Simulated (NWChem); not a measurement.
# CH4ClGe (SMILES [CH3][GeH][Cl]) at 5 levels

Aim: a comparison of 5 runs (UHF/STO-3G, UHF/3-21G, UB3LYP/3-21G, UB3LYP/6-31G*) of CH4ClGe. 

The calculation is run with NWChem 7.3.0.

## Step 1: The molecule

The species is CH4ClGe (7 atoms), meant as a doublet with charge 0. As SMILES, `[CH3][GeH][Cl]`. The shape is that of a PBE0-D4/def2-TZVP optimisation.

Bond lengths: C1–Ge2 1.957 Å, Ge2–Cl3 2.169 Å, C1–H4 1.092 Å, C1–H5 1.089 Å, C1–H6 1.091 Å, Ge2–H7 1.553 Å. Angles: C1–Ge2–Cl3 107.0°, C1–Ge2–H7 112.6°, Cl3–Ge2–H7 105.6°, Ge2–C1–H4 108.6°, Ge2–C1–H5 110.0°, Ge2–C1–H6 109.8°, H4–C1–H5 109.4°, H4–C1–H6 109.5°, H5–C1–H6 109.6°.

## Step 2: Energy and gradient at UHF/STO-3G (run 1)

ch4clge.nw reads:

```
start ch4clge
memory total 2200 mb
geometry units angstroms noautosym nocenter noautoz
  C     -0.733100     0.438400    -0.261900
  Ge     0.705400    -0.885500    -0.183100
  Cl     1.017000    -1.361700     1.909500
  H     -0.433400     1.314500     0.317300
  H     -1.646200     0.021400     0.160800
  H     -0.909900     0.729400    -1.298200
  H      2.061400    -0.324500    -0.690100
end
basis "ao basis" spherical bse
  * library STO-3G
end
scf
  doublet
  uhf
  thresh 1e-08
  maxiter 80
  print low
end
task scf gradient
```

Command:

```
$ nwchem ch4clge.nw > ch4clge.out
```

The log of the run:

```text
[...]
  functions       =    36
[...]
  wavefunction    = UHF
[...]
         Total SCF energy =  -2546.101480189870
      One electron energy =  -4070.265901601187
      Two electron energy =   1270.804676829864
 Nuclear repulsion energy =    253.359744581452
                       Sz =      0.5000
                 Sz(Sz+1) =      0.7500
                      S^2 =      0.7513
[...]
                         UHF ENERGY GRADIENTS
    atom               coordinates                        gradient
                 x          y          z           x          y          z
   1 C      -1.385358   0.828456  -0.494919   -0.019318   0.013099  -0.002392
   2 Ge      1.333013  -1.673352  -0.346009   -0.021765  -0.022171   0.011325
   3 Cl      1.921851  -2.573240   3.608432    0.000369  -0.001560   0.004136
   4 H      -0.819007   2.484045   0.599610    0.006990   0.003834   0.005678
   5 H      -3.110867   0.040440   0.303868   -0.003870  -0.005994   0.003526
   6 H      -1.719462   1.378366  -2.453242    0.001262  -0.000267  -0.008369
   7 H       3.895481  -0.613216  -1.304100    0.036332   0.013058  -0.013905
 Task  times  cpu:        5.0s     wall:        5.0s
 Total times  cpu:        5.0s     wall:        5.0s
```

Run time: 5.7 s. Hardware: 1 thread of Intel Xeon Platinum 8375C at 2.90GHz (Ice Lake), shared host; peak memory 0.098 GiB.

## Step 3: Energy and gradient at UHF/3-21G (run 2)

input.nw reads:

```
start input
title "CH4ClGe"
memory 2200 mb
geometry units angstrom noautosym nocenter noautoz
C    -0.733100    0.438400   -0.261900
Ge    0.705400   -0.885500   -0.183100
Cl    1.017000   -1.361700    1.909500
H    -0.433400    1.314500    0.317300
H    -1.646200    0.021400    0.160800
H    -0.909900    0.729400   -1.298200
H     2.061400   -0.324500   -0.690100
end
basis "ao basis" spherical bse
* library 3-21G
end
scf
doublet
uhf
thresh 1e-08
maxiter 80
end
task scf gradient
```

Command:

```
$ nwchem input.nw > input.out
```

The log of the run:

```text
[...]
  functions       =    52
[...]
  wavefunction    = UHF
[...]
         Total SCF energy =  -2562.639353749361
      One electron energy =  -4074.655087039587
      Two electron energy =   1258.655988708774
 Nuclear repulsion energy =    253.359744581452
                       Sz =      0.5000
                 Sz(Sz+1) =      0.7500
                      S^2 =      0.7519
[...]
                         UHF ENERGY GRADIENTS
    atom               coordinates                        gradient
                 x          y          z           x          y          z
   1 C      -1.385358   0.828456  -0.494919   -0.000172  -0.000001   0.000031
   2 Ge      1.333013  -1.673352  -0.346009   -0.000445  -0.008858   0.028636
   3 Cl      1.921851  -2.573240   3.608432   -0.004108   0.007830  -0.029475
   4 H      -0.819007   2.484045   0.599610    0.004329   0.002947   0.003697
   5 H      -3.110867   0.040440   0.303868   -0.003411  -0.003896   0.002501
   6 H      -1.719462   1.378366  -2.453242    0.000657  -0.000019  -0.005623
   7 H       3.895481  -0.613216  -1.304100    0.003151   0.001998   0.000234
[...]
```

Wall time 6.3 s (1 thread of Intel Xeon Platinum 8375C at 2.90GHz (Ice Lake), shared host); peak memory 0.099 GiB.

Runs 3 to 4 aren't shown in full; the table further down has their settings and results.

## Step 4: Energy and gradient at UB3LYP/6-31G(d) (Cartesian functions) (run 5)

m1.nw reads:

```
start m1
memory stack 880 mb heap 220 mb global 1100 mb

geometry units au noautosym nocenter noautoz
 C  -1.38535822  0.82845593 -0.49491927
 Ge  1.33301281 -1.67335248 -0.34600885
 Cl  1.92185147 -2.57324006  3.60843203
 H  -0.81900730  2.48404499  0.59961010
 H  -3.11086715  0.04044014  0.30386796
 H  -1.71946180  1.37836624 -2.45324245
 H   3.89548143 -0.61321613 -1.30410000
end

basis
 * library 6-31G*
end

dft
 xc b3lyp
 mult 2
 grid xfine
 convergence energy 1e-08
 iterations 100
 mulliken
 print medium
end

task dft gradient
```

Command:

```
$ nwchem m1.nw > m1.out
```

The log of the run:

```text
[...]
          Wavefunction type:  spin polarized.
          No. of atoms     :     7
          No. of electrons :    59
[...]
          Charge           :     0
          Spin multiplicity:     2
[...]
          AO basis - number of functions:    77
[...]
              XC Information
              --------------
                         B3LYP Method XC Potential
                     Hartree-Fock (Exact) Exchange  0.200
                        Slater Exchange Functional  0.800 local
                    Becke 1988 Exchange Functional  0.720 non-local
              Lee-Yang-Parr Correlation Functional  0.810
                  VWN I RPA Correlation Functional  0.190 local
[...]
 d= 0,ls=0.0,diis     1  -2577.4384940781 -2.83D+03  8.01D-03  3.02D-01     5.1
[...]
 d= 0,ls=0.0,diis    10  -2577.4863909028 -5.99D-09  1.16D-06  2.30D-09    43.9
[...]
         Total DFT energy =    -2577.486390902835
      One electron energy =    -4087.844796255076
           Coulomb energy =     1371.227947697594
    Exchange-Corr. energy =     -114.229269064884
 Nuclear repulsion energy =      253.359726719530
[...]
      Total Density - Mulliken Population Analysis
     ---------------------------------------------
    Atom       Charge   Shell Charges
 -----------   ------   -------------------------------------------------------
    1 C    6     6.57   1.99  0.68  2.11  0.66  1.11  0.03
    2 Ge  32    31.81   2.00  1.99  6.00  1.93  5.99  1.39  1.90  0.16  0.26  6.92  2.97  0.30
    3 Cl  17    17.21   2.00  1.99  5.97  1.46  3.61  0.55  1.67 -0.03
    4 H    1     0.81   0.52  0.29
    5 H    1     0.81   0.52  0.29
    6 H    1     0.82   0.52  0.30
    7 H    1     0.97   0.48  0.49
[...]
      <S2> =      0.7512 (Exact =     0.7500)
[...]
  wavefunction    = open shell
[...]
```

Wall time 59 s (1 thread of Intel Xeon Platinum 8375C at 2.90GHz (Ice Lake), shared host); peak memory 0.14 GiB.

## Step 5: The series

| run | level | iteration cap | module | energy (Eh) | ⟨S²⟩ | largest force (eV/Å) | wall time |
| --- | --- | --- | --- | --- | --- | --- | --- |
| 1 | UHF/STO-3G | 80 | scf | -2546.101480 | 0.751 | 2.110 | 5.7 s |
| 2 | UHF/3-21G | 80 | scf | -2562.639354 | 0.752 | 1.582 | 6.3 s |
| 3 | UB3LYP/3-21G | 100 | dft | -2565.295451 | 0.751 | 1.564 | 26 s |
| 4 | UB3LYP/6-31G* (spherical functions) | 100 | dft | -2577.477220 | 0.751 | 0.598 | 48 s |
| 5 | UB3LYP/6-31G* (Cartesian functions) | 100 | dft | -2577.486391 | 0.751 | 0.605 | 59 s |

## Step 6: Results

| quantity | value |
| --- | --- |
| run 5: total energy | -2577.48639 Eh |
| run 5: dipole moment | 2.62 D |
| run 5: HOMO energy (highest over α and β) | -5.91 eV |
| run 5: LUMO energy (lowest over α and β) | -3.27 eV |
| run 5: ⟨S²⟩ | 0.751 |
| run 5: largest force on an atom | 0.605 eV/Å |

**Reading.** Over runs 2, 4, 5 the dipole moment (its size) runs from 2.62 D (UB3LYP/6-31G*) to 3.77 D (UHF/3-21G). The two ends differ in method and basis. In run 1 the basis is minimal, so the values are rough. All runs together took 2.4 min, the longest 59 s.
